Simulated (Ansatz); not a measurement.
Sn3Te: band structure with PBEsol

Sn3Te:

```xyz
4
Lattice="-2.3009 2.3009 5.5165 2.3009 -2.3009 5.5165 2.3009 2.3009 -5.5165" Properties=species:S:1:pos:R:3 pbc="T T T"
Te    0.0000    0.0000    0.0000
Sn    0.0000    0.0000    5.5165
Sn    2.3009    0.0000    2.7582
Sn    0.0000    2.3009    2.7582
```

The cell comes from a database or a generator and needn't be the stable form of this composition.

* Program: Ansatz 0.2.0
* Task: band structure
* Functional: PBEsol
* Potentials or basis: Ansatz PAW
* Cutoff: 420 eV (not typed: the program's choice for these potentials)
* k mesh: 8 × 8 × 8
* Occupations: fermi-dirac, width 0.05 eV
* Spin: spin-orbit coupling, no magnetisation
* Path: [["G", "X", "Y", "S", "G", "Z", "S1", "N", "P", "Y1", "Z"], ["X", "P"]]
* Points for each segment of the path: 14

The pressure is -3.0 GPa and the band gap on the k mesh is none (metal or under the smearing width).

Levels at the corners of the path, in eV from the Fermi level:
| point | band 54 | band 55 | band 56 | band 57 | band 58 | band 59 | band 60 | band 61 | band 62 | band 63 |
| --- | --- | --- | --- | --- | --- | --- | --- | --- | --- | --- |
| Γ | -2.83 | -1.78 | -1.78 | -1.43 | -1.43 | -0.30 | -0.30 | 0.42 | 0.42 | 2.40 |
| X | -3.19 | -2.45 | -2.45 | -1.54 | -1.54 | -0.47 | -0.47 | 2.51 | 2.51 | 2.65 |
| Y | -3.12 | -2.35 | -2.35 | -1.43 | -1.43 | -0.36 | -0.36 | 2.30 | 2.30 | 2.33 |
| S | -1.23 | -0.59 | -0.59 | -0.36 | -0.36 | -0.01 | -0.01 | 1.10 | 1.10 | 1.15 |
| Γ | -2.83 | -1.78 | -1.78 | -1.43 | -1.43 | -0.30 | -0.30 | 0.42 | 0.42 | 2.40 |
| Z | -1.10 | -0.20 | -0.20 | -0.05 | -0.05 | 0.51 | 0.51 | 1.53 | 1.53 | 2.03 |
| S1 | -1.23 | -0.59 | -0.59 | -0.36 | -0.36 | -0.01 | -0.01 | 1.10 | 1.10 | 1.15 |
| N | -1.91 | -0.82 | -0.82 | -0.63 | -0.63 | 0.69 | 0.69 | 0.93 | 0.93 | 1.01 |
| P | -4.00 | -3.72 | -3.72 | -0.11 | -0.11 | 1.03 | 1.03 | 1.13 | 1.13 | 1.36 |
| Y1 | -3.12 | -2.35 | -2.35 | -1.43 | -1.43 | -0.36 | -0.36 | 2.30 | 2.30 | 2.33 |
| Z | -1.10 | -0.20 | -0.20 | -0.05 | -0.05 | 0.51 | 0.51 | 1.53 | 1.53 | 2.03 |
| X | -3.19 | -2.45 | -2.45 | -1.54 | -1.54 | -0.47 | -0.47 | 2.51 | 2.51 | 2.65 |
| P | -4.00 | -3.72 | -3.72 | -0.11 | -0.11 | 1.03 | 1.03 | 1.13 | 1.13 | 1.36 |

Wall time 3.1 min on 2 threads of Arm Neoverse V1, with other jobs on the host, peak memory 1.3 GiB.

Caveat: the PAW data sets come from PBE, with cores solved anew for the run's functional, which leaves a small shift of forces and pressure.
